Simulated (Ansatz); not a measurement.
Task: a formation energy from the elements of Rb3ClO and its elements, with Ansatz 0.2.0 through its Python package. Give the script and its output. Settings (first run): r2SCAN, PAW, cutoff 380 eV, 4×4×4 k-points, cold smearing of 0.02 eV.

`rb3clo_rb3clo.extxyz`
```text
5
Lattice="5.533679 0.0 0.0 0.0 5.533679 0.0 0.0 0.0 5.533679" Properties=species:S:1:pos:R:3 pbc="T T T"
Rb    0.00000000    0.00000000    2.76683950
Rb    0.00000000    2.76683950    0.00000000
Rb    2.76683950    0.00000000    0.00000000
Cl    2.76683950    2.76683950    2.76683950
O     0.00000000    0.00000000    0.00000000
```

The script reads `rb3clo_rb.vasp`:
```text
Rb
1.0
  -2.80250000    2.80250000    2.80250000
   2.80250000   -2.80250000    2.80250000
   2.80250000    2.80250000   -2.80250000
Rb
1
Direct
   0.00000000    0.00000000    0.00000000
```

Input file `rb3clo_cl.cif`:
```cif
data_Cl
_cell_length_a 3.866979
_cell_length_b 3.866979
_cell_length_c 8.210000
_cell_angle_alpha 90.00000
_cell_angle_beta 90.00000
_cell_angle_gamma 71.16148
_symmetry_space_group_name_H-M 'P 1'
_symmetry_Int_Tables_number 1
loop_
_symmetry_equiv_pos_as_xyz
'x, y, z'
loop_
_atom_site_label
_atom_site_type_symbol
_atom_site_fract_x
_atom_site_fract_y
_atom_site_fract_z
Cl1 Cl    0.870000    0.130000    0.100000
Cl2 Cl    0.630000    0.370000    0.600000
Cl3 Cl    0.130000    0.870000    0.900000
Cl4 Cl    0.370000    0.630000    0.400000
```

The script reads `rb3clo_o2.cif`:
```cif
data_O
_cell_length_a 9.000000
_cell_length_b 9.500000
_cell_length_c 10.000000
_cell_angle_alpha 90.00000
_cell_angle_beta 90.00000
_cell_angle_gamma 90.00000
_symmetry_space_group_name_H-M 'P 1'
_symmetry_Int_Tables_number 1
loop_
_symmetry_equiv_pos_as_xyz
'x, y, z'
loop_
_atom_site_label
_atom_site_type_symbol
_atom_site_fract_x
_atom_site_fract_y
_atom_site_fract_z
O1 O    0.500000    0.500000    0.438500
O2 O    0.500000    0.500000    0.561500
```

Script `rb3clo_formation.py`:
```python
from collections import Counter
import warnings

import ansatz as az
from ase.io import read
import numpy as np

SETTINGS = {
    'ecut': 380,
    'k_spacing': 0.3,
    'smearing': 'cold',
    'sigma': 0.02,
}

POLARISED = {'O2'}

GASES = {'O2'}


def solve(name, crystal):
    calc = (
        crystal.calculation()
        .accuracy('low')
        .mixing('anderson')
        .functional(az.Functional.R2SCAN)
        .basis(SETTINGS['ecut'], xc_grid=2)
        .kpoints(spacing=SETTINGS['k_spacing'])
        .occupations(SETTINGS['smearing'], width=SETTINGS['sigma'])
        .stress()
    )
    if name in POLARISED:
        calc = calc.spin('collinear')
    if name in GASES:
        return calc.kpoints(1, 1, 1).relax(force_tolerance=0.01, max_steps=40).run(threads=1, pin='off')
    calc = calc.relax(force_tolerance=0.01, max_steps=40, cell=True)
    return calc.run(threads=1, pin='off')


def counts(outcome):
    return Counter(site.symbol for site in outcome.lattice.sites)

def formation_energy(outcome, mu):
    n = counts(outcome)
    return (outcome.report['energy_sigma0_ev'] - sum(k * mu[element] for element, k in n.items())) / sum(n.values())


def volume_per_atom(outcome):
    return abs(np.linalg.det(outcome.lattice.cell_ang)) / len(outcome.lattice.sites)

warnings.simplefilter('ignore')

phases = {}
rb3clo = az.Crystal.from_extxyz('rb3clo_rb3clo.extxyz')
phases['Rb3ClO'] = rb3clo
atoms = read('rb3clo_rb.vasp', format='vasp')
rb = az.Crystal.from_ase(atoms)
phases['Rb'] = rb
atoms = read('rb3clo_cl.cif')
cl = az.Crystal.from_ase(atoms)
phases['Cl'] = cl
atoms = read('rb3clo_o2.cif')
o2 = az.Crystal.from_ase(atoms).moments(O=1.0)
phases['O2'] = o2

done = {name: solve(name, crystal) for name, crystal in phases.items()}

references = {'Rb': 'Rb', 'Cl': 'Cl', 'O': 'O2'}
mu = {element: done[name].report['energy_sigma0_ev'] / len(done[name].lattice.sites) for element, name in references.items()}

target = done['Rb3ClO']
heat = formation_energy(target, mu)
n = counts(target)
print('cell content:', dict(n), ' volume', round(volume_per_atom(target), 3), 'A^3/atom')
print('formation energy', round(heat, 4), 'eV/atom,', round(heat * sum(n.values()), 4), 'eV per cell')
print('bound against the elements' if heat < 0 else 'unbound against the elements')
```

Running `python rb3clo_formation.py` prints:
```text
cell content: {<Element.RB: 'Rb'>: 3, <Element.CL: 'Cl'>: 1, <Element.O: 'O'>: 1}  volume 32.049 A^3/atom
formation energy -1.4792 eV/atom, -7.3962 eV per cell
bound against the elements
```

Reading the output:
- These settings explore the input space; cutoff and mesh may be short of convergence.
- The cutoff lies under the one recommended for these potentials.
- Other magnetic orders than the one started from may lie lower.
- For the metals among these phases the mesh is modest: differences between phases can be off by up to 40 meV an atom.
- The program warned that this SCF threshold is loose for forces or stresses.
- r2SCAN tends to overestimate the moments of itinerant magnets.
- The cells come from databases of deposited and of computed structures, and not all need be stable phases.
- The compound is the structure given, not necessarily its lowest; energies are at zero temperature, with no correction for gases. Magnetic phases start from parallel moments and may not end in their lowest magnetic state. A semilocal functional's error on such energies is often 0.05 to 0.1 eV an atom, and 0.1 to 0.3 eV against gases such as O2 or F2.
- The script silences warnings, which a real study should read.
- Hardware and time: 120 s on 1 thread of Arm Neoverse V1 (shared host), peak memory 0.89 GiB.
